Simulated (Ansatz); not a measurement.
**GeNH₃ (singlet): PBE, r2SCAN, PBE0, B3LYP, wB97M-V, B2PLYP, RPA-PBE over vertical spin and charge gaps, cc-pVTZ**

How well do these functionals follow the top wave-function level for GeNH₃ (singlet) over vertical spin and charge gaps?

Method: cc-pVTZ, all electrons in the functionals, frozen cores in the correlation of double hybrids and RPA; program: Ansatz 0.2.0, Gaussian basis.

To be run: PBE, r2SCAN, PBE0, B3LYP, wB97M-V, B2PLYP, RPA-PBE, at charge 0, singlet; charge 1, doublet.

2 further runs of the same task are left out: 2 set aside as unsound or not needed.

## Step 1: What is computed

The geometry is a PBE0/def2-TZVP stationary point (not a proven minimum). No spin-orbit coupling is included. The filled d shell of Ge may be among the frozen orbitals whatever the setting's name suggests; the logs give the count.

5 atoms, charge 0, spin multiplicity 1.

Atoms are counted from 1 here; the program's logs count them from 0.

Bond lengths: Ge1–N2 1.816 Å, Ge1–H3 1.602 Å, N2–H4 1.007 Å, N2–H5 1.008 Å. Angles: N2–Ge1–H3 92.7°, Ge1–N2–H4 125.7°, Ge1–N2–H5 121.9°, H4–N2–H5 112.5°.

No dispersion term is added; wB97M-V holds VV10 nonlocal correlation. B3LYP takes the VWN-RPA correlation.

The geometry shown and the zero of energy belong to the point charge 0, singlet. The yardstick, RCCSDT(Q), and other wave-function levels (R restricted, U unrestricted, valence and pair active spaces) come from earlier runs.

## Step 2: PBE, charge 0, singlet

Input file in.yaml:

```yaml
crystal:
  periodic: [false, false, false]
  atoms:
    - {symbol: Ge, position_ang: [0.000000, -0.029201, 0.335370]}
    - {symbol: N, position_ang: [0.000000, 0.033731, -1.479233]}
    - {symbol: H, position_ang: [0.000000, 1.567055, 0.464899]}
    - {symbol: H, position_ang: [0.000000, 0.871757, -2.038009]}
    - {symbol: H, position_ang: [0.000000, -0.803094, -2.040289]}
basis:
  gaussian: {orbitals: cc-pVTZ}
hamiltonian: {xc: {name: PBE}}
output: {orbitals: {seedname: orbitals}}
```

Launch:

```
$ ansatz run in.yaml --threads 1 --pin off --events-out ev --progress --plain --max-ram 2816MiB --backend cpu
```

After this run come: PBE, charge 1, doublet; r2SCAN, charge 0, singlet; r2SCAN, charge 1, doublet; PBE0, charge 0, singlet; PBE0, charge 1, doublet; B3LYP, charge 0, singlet; B3LYP, charge 1, doublet; wB97M-V, charge 0, singlet; wB97M-V, charge 1, doublet; B2PLYP, charge 0, singlet; B2PLYP, charge 1, doublet; RPA-PBE, charge 0, singlet; RPA-PBE, charge 1, doublet.

**Question.** What will the summary of the whole plan be? Wanted: ionisation to the doublet cation, RCCSDT(Q); largest miss, PBE; largest miss, r2SCAN; largest miss, PBE0; largest miss, B3LYP; largest miss, wB97M-V; largest miss, B2PLYP; largest miss, RPA-PBE; largest miss, RCCSD(T).

As calculated:

```
                                   quantity                                            value
ionisation to the doublet cation, RCCSDT(Q)                                     858.8 kJ/mol
                          largest miss, PBE   -2.6 kJ/mol (ionisation to the doublet cation)
                       largest miss, r2SCAN   -1.3 kJ/mol (ionisation to the doublet cation)
                         largest miss, PBE0   +2.3 kJ/mol (ionisation to the doublet cation)
                        largest miss, B3LYP  +15.0 kJ/mol (ionisation to the doublet cation)
                      largest miss, wB97M-V  +10.3 kJ/mol (ionisation to the doublet cation)
                       largest miss, B2PLYP   +1.6 kJ/mol (ionisation to the doublet cation)
                      largest miss, RPA-PBE  +22.0 kJ/mol (ionisation to the doublet cation)
                     largest miss, RCCSD(T)   +0.3 kJ/mol (ionisation to the doublet cation)
                     largest miss, UCCSD(T)   -0.3 kJ/mol (ionisation to the doublet cation)
```

**Reading.** Of the functionals, r2SCAN and B2PLYP keep the smallest largest miss at the points compared (at most 1.3 kJ/mol) and RPA-PBE strays most (22.0 kJ/mol, at ionisation to the doublet cation). Functionals and the yardstick converge differently with the basis, so part of each miss in cc-pVTZ is the basis.
